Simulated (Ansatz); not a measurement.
This geometry of a periodic cell of 25 atoms, W12C13 (surface WC(001), adsorbate C) is a first-order saddle point. Atoms 1, 2, 7, 8, 13, 14, 19, 20 are held.

These are results of DFT PBE, scalar-relativistic, plane waves, PAW (Ansatz), not measurements. Settings: PAW set soft_1, cutoff 420 eV, k mesh 3x3x1, gaussian smearing 0.15 eV, no spin polarisation.

```xyz
25
Lattice="5.6930 0.0000 0.0000 -2.8465 4.9302 0.0000 0.0000 0.0000 18.9886" Properties=species:S:1:pos:R:3
W 0.000 0.000 1.000
C 1.423 0.822 2.398
W 0.003 -0.002 3.874
C 1.411 0.809 5.260
W 0.014 -0.008 6.907
C 1.488 0.948 8.141
W -1.423 2.465 1.000
C 0.000 3.287 2.398
W -1.424 2.463 3.852
C -0.003 3.289 5.223
W -1.413 2.461 6.732
C -0.013 3.294 7.875
W 2.846 0.000 1.000
C 4.270 0.822 2.398
W 2.849 0.002 3.852
C 4.295 0.807 5.278
W 2.855 -0.007 6.732
C 4.189 0.868 8.013
W 1.423 2.465 1.000
C 2.846 3.287 2.398
W 1.424 2.465 3.848
C 2.851 3.304 5.260
W 1.398 2.479 6.675
C 2.770 3.168 8.141
C 2.516 1.834 8.494
```

(1) Which two structures does it join? (They come from a converged band through this point; their orientation in space is the band's.)

(2) How far does it lie above each of them?

## Answers

(1) Contacts lost: W11–C25, W17–C25, C18–C25. Contacts made: C12–C25. The atom that moves furthest is C25, by 1.65 Å; four of its nearest neighbours are C24 1.50, C18 1.50, C6 1.50, W17 2.42 Å at the first end and C6 1.50, C24 1.50, C12 1.50, W23 2.05 Å at the last.

Image 0:

```xyz
25
Lattice="5.6930 0.0000 0.0000 -2.8465 4.9302 0.0000 0.0000 0.0000 18.9886" Properties=species:S:1:pos:R:3
W 0.000 0.000 1.000
C 1.423 0.822 2.398
W 0.000 0.000 3.882
C 1.403 0.810 5.271
W 0.000 0.000 6.988
C 1.573 0.908 8.143
W -1.423 2.465 1.000
C 0.000 3.287 2.398
W -1.425 2.464 3.850
C 0.000 3.287 5.218
W -1.411 2.472 6.698
C 0.000 3.287 7.861
W 2.846 0.000 1.000
C 4.270 0.822 2.398
W 2.846 0.002 3.850
C 4.290 0.810 5.271
W 2.846 -0.014 6.698
C 4.120 0.908 8.143
W 1.423 2.465 1.000
C 2.846 3.287 2.398
W 1.425 2.464 3.850
C 2.846 3.310 5.271
W 1.411 2.472 6.698
C 2.846 3.114 8.143
C 2.846 1.643 8.459
```

Image 6:

Only the atoms that move by more than 0.05 Å are listed.
```
W5 0.001 -0.001 6.874
C6 1.423 1.051 8.103
W11 -1.423 2.467 6.874
C12 0.199 3.172 8.103
C16 4.270 0.822 5.337
W17 2.845 -0.001 6.874
C18 4.270 0.822 8.014
W23 1.423 2.465 6.536
C24 2.648 3.172 8.103
C25 1.423 2.465 8.590
```

(2) 0.31 eV above the first and 1.55 eV above the second. This is the barrier of this one path; another mechanism may lie lower. Limits of this set-up: coarse k mesh, thin slab, slab without dipole correction.

The run took 22 min on 4 threads of Arm Neoverse V2 (shared host), peak memory 3.4 GiB.
